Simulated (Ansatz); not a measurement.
# SrB17N18: the cost of one run

Program: Ansatz 0.2.0. Level of theory: DFT, PBE, plane-wave PAW, default files, scalar-relativistic, as far as a step names no other. These are calculated values, not measurements.

The COD entry's cell or inner coordinates are ideal or old and differ from later refinements, so a difference from it is no clean test against experiment.

## 1. The system as given

Symmetry: P-6m2, No. 187, hexagonal system. The conventional cell has a = 7.495 Å, b = 7.495 Å, c = 6.636 Å, α = 90.00°, β = 90.00°, γ = 120.00°. Sr (site symmetry -6m2) has 3 N at 1.44 Å as nearest neighbours. B (site symmetry m) is surrounded by 3 N at 1.44 Å. Around B (site symmetry -6m2) lie 3 N at 1.44 Å. B (site symmetry mm2) has 3 N at 1.44 Å as nearest neighbours. Around N (site symmetry -6m2) lie 3 B at 1.44 Å. Only part of the 14 independent sites is listed.

Structure file:

```cif
data_structure
_symmetry_space_group_name_H-M 'P-6m2'
_symmetry_Int_Tables_number 187
_cell_length_a 7.4947
_cell_length_b 7.4947
_cell_length_c 6.6357
_cell_angle_alpha 90.000
_cell_angle_beta 90.000
_cell_angle_gamma 120.000
_cell_volume 322.80
loop_
_atom_site_label
_atom_site_type_symbol
_atom_site_symmetry_multiplicity
_atom_site_Wyckoff_symbol
_atom_site_fract_x
_atom_site_fract_y
_atom_site_fract_z
_atom_site_occupancy
Sr1 Sr 1 a 0.00000 0.00000 0.00000 1
B1 B 6 l 0.00000 0.33333 0.00000 1
B2 B 1 c 0.33333 0.66667 0.00000 1
B3 B 1 e 0.66667 0.33333 0.00000 1
B4 B 3 k 0.11111 0.88889 0.50000 1
B5 B 3 k 0.11111 0.55556 0.50000 1
B6 B 3 k 0.44444 0.22222 0.50000 1
N1 N 1 b 0.00000 0.00000 0.50000 1
N2 N 6 m 0.00000 0.33333 0.50000 1
N3 N 1 d 0.33333 0.66667 0.50000 1
N4 N 1 f 0.66667 0.33333 0.50000 1
N5 N 3 j 0.11111 0.88889 0.00000 1
N6 N 3 j 0.11111 0.55556 0.00000 1
N7 N 3 j 0.44444 0.22222 0.00000 1
```

Atom 1 of the input is the impurity.

## 2. Single point at the given positions

File input.yaml:

```yaml
crystal:
  lattice:
    - [7.49472, 0.0, 0.0]
    - [-3.74736, 6.4906179144, 0.0]
    - [0.0, 0.0, 6.6357]
  atoms:
    - { symbol: Sr, position: [0.1111111111, 0.2222222222, 0.25], spin: 1.0 }
    - { symbol: B, position: [0.1111111111, 0.5555555556, 0.25] }
    - { symbol: B, position: [0.1111111111, 0.8888888889, 0.25] }
    - { symbol: B, position: [0.4444444444, 0.2222222222, 0.25] }
    - { symbol: B, position: [0.4444444444, 0.5555555556, 0.25] }
    - { symbol: B, position: [0.4444444444, 0.8888888889, 0.25] }
    - { symbol: B, position: [0.7777777778, 0.2222222222, 0.25] }
    - { symbol: B, position: [0.7777777778, 0.5555555556, 0.25] }
    - { symbol: B, position: [0.7777777778, 0.8888888889, 0.25] }
    - { symbol: B, position: [0.2222222222, 0.1111111111, 0.75] }
    - { symbol: B, position: [0.2222222222, 0.4444444444, 0.75] }
    - { symbol: B, position: [0.2222222222, 0.7777777778, 0.75] }
    - { symbol: B, position: [0.5555555556, 0.1111111111, 0.75] }
    - { symbol: B, position: [0.5555555556, 0.4444444444, 0.75] }
    - { symbol: B, position: [0.5555555556, 0.7777777778, 0.75] }
    - { symbol: B, position: [0.8888888889, 0.1111111111, 0.75] }
    - { symbol: B, position: [0.8888888889, 0.4444444444, 0.75] }
    - { symbol: B, position: [0.8888888889, 0.7777777778, 0.75] }
    - { symbol: "N", position: [0.1111111111, 0.2222222222, 0.75] }
    - { symbol: "N", position: [0.1111111111, 0.5555555556, 0.75] }
    - { symbol: "N", position: [0.1111111111, 0.8888888889, 0.75] }
    - { symbol: "N", position: [0.4444444444, 0.2222222222, 0.75] }
    - { symbol: "N", position: [0.4444444444, 0.5555555556, 0.75] }
    - { symbol: "N", position: [0.4444444444, 0.8888888889, 0.75] }
    - { symbol: "N", position: [0.7777777778, 0.2222222222, 0.75] }
    - { symbol: "N", position: [0.7777777778, 0.5555555556, 0.75] }
    - { symbol: "N", position: [0.7777777778, 0.8888888889, 0.75] }
    - { symbol: "N", position: [0.2222222222, 0.1111111111, 0.25] }
    - { symbol: "N", position: [0.2222222222, 0.4444444444, 0.25] }
    - { symbol: "N", position: [0.2222222222, 0.7777777778, 0.25] }
    - { symbol: "N", position: [0.5555555556, 0.1111111111, 0.25] }
    - { symbol: "N", position: [0.5555555556, 0.4444444444, 0.25] }
    - { symbol: "N", position: [0.5555555556, 0.7777777778, 0.25] }
    - { symbol: "N", position: [0.8888888889, 0.1111111111, 0.25] }
    - { symbol: "N", position: [0.8888888889, 0.4444444444, 0.25] }
    - { symbol: "N", position: [0.8888888889, 0.7777777778, 0.25] }
magnetization:
  spin_polarized: true
kpoints:
  mp_grid: { grid: [3, 3, 3] }
scf:
  occupations: { method: fermi_dirac, width: 0.01 }
hamiltonian:
  xc: pbe
  pseudopotentials: { kind: paw }
output:
  forces: true
  stress: true
  populations: true
  efg:
    quadrupole_moments_barn: { Sr: 0.305, B: 0.04059, "N": 0.02044 }
    contact_densities: true
```

On the command line:

```sh
$ ansatz run input.yaml --threads 1 --pin off --max-ram 3072MiB --backend cpu --events-out ev --progress --plain --runs-dir out
```

What time and memory should one allow on 1 thread of Intel Xeon Platinum 8488C (Sapphire Rapids), shared host?

About 66 s, with a peak of 0.89 GiB.
